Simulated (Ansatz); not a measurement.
# Br2H: the cost of one run

The runs use Ansatz 0.2.0, Gaussian basis; cc-pVDZ, all electrons in the functionals, frozen cores in the correlation of double hybrids and RPA.

The runs, in order: wB97M-V, B2PLYP, at 1.321 Å; 1.421 Å; 1.538 Å; 1.655 Å; 1.772 Å; 1.889 Å; 2.006 Å; 2.123 Å; 2.240 Å.

17 further runs of the same task are left out: 1 for a mislabelled method, 15 that didn't finish, 1 set aside as unsound or not needed.

## 1. The geometry

The geometry derives from fragments relaxed apart (PBE0/def2-TZVP) and kept rigid, so it is no stationary point. A hydrogen atom is moved between rigid fragments. No spin-orbit coupling is included. The filled d shell of Br may be among the frozen orbitals whatever the setting's name suggests; the logs give the count.

3 atoms, charge 0, spin multiplicity 2.

Atoms are counted from 1 here; the program's logs count them from 0.

Bond lengths: Br1–H2 1.421 Å.

No dispersion term is added; wB97M-V holds VV10 nonlocal correlation.

The geometry shown and the zero of energy belong to the point 1.421 Å. The yardstick, UCCSDT(Q), and other wave-function levels (R restricted, U unrestricted, valence and pair active spaces) come from earlier runs.

## 2. wB97M-V, 1.321 Å

File in.yaml:

```yaml
crystal:
  periodic: [false, false, false]
  atoms:
    - {symbol: Br, position_ang: [0.000000, 0.000000, -1.697000]}
    - {symbol: H, position_ang: [0.000000, 0.000000, -0.376000]}
    - {symbol: Br, position_ang: [0.000000, 0.000000, 2.073000]}
basis:
  gaussian: {orbitals: cc-pVDZ}
magnetization: {spin_polarized: true, initial_magnetization: 1}
hamiltonian: {xc: {name: wB97M-V}}
output: {orbitals: {seedname: orbitals}}
```

The run is started by

```console
$ ansatz run in.yaml --threads 1 --pin off --events-out ev --progress --plain --max-ram 2393MiB
```

What time and memory should one allow on 1 thread of Arm Neoverse V1, shared host?

About 21 s, with a peak of 0.31 GiB.
